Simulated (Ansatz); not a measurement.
I need an active-space calculation of C2H2Se, SMILES C=C=[Se]. Use the Ansatz DFT code, driven from Python. Use: Hartree-Fock, def2-SVP basis, multiplicity 1.

`c2h2se.xyz`
```text
5

C     0.51930   -0.51280   -0.17920
C    -0.41310    0.42580    0.15150
Se   -1.80480    1.68990    0.67480
H     1.39560   -0.17560   -0.80010
H     0.35290   -1.50090    0.11160
```

Script `cas.py`:
```python
import warnings

import ansatz as az


def main() -> None:
    warnings.simplefilter("ignore", az.DeckWarning)

    molecule = az.Crystal.molecule_from_extxyz("c2h2se.xyz")

    base = molecule.calculation()
    base = base.basis(gaussian="def2-SVP")
    base = base.correlation(active_electrons=4, active_orbitals=4)
    for method in [None]:
        summary = (base if method is None else base.correlation(method)).run(threads=1).report
        space = summary["configurations"]
        state = space["states"][0]
        print(method or "casscf", f"total {summary['free_energy_ev'] / 27.211386246:.6f} Ha, active-space state {state['energy']['hartree']:.6f} Ha, mean field {summary['reference_energy_ev'] / 27.211386246:.6f} Ha")
        print("  determinants", state["n_determinants"], " natural occupations", [round(n, 3) for n in space["natural_occupations"]])


if __name__ == "__main__":
    main()
```

`python cas.py` gives:
```text
casscf total -2476.340264 Ha, active-space state -2476.340264 Ha, mean field -2476.278981 Ha
  determinants 36  natural occupations [1.951, 1.877, 0.125, 0.047]
```

Notes:
- Total energies depend on the basis set; only differences at equal settings carry meaning.
- The geometry is a force-field or estimated start, not a minimum of this method, and the basis set is short of its limit. The active space starts as a window about the frontier orbitals and is then optimised, not chosen by chemistry.
- Timing: 5.7 s on 1 thread of Arm Neoverse V1, on a shared host, peak memory 0.18 GiB.
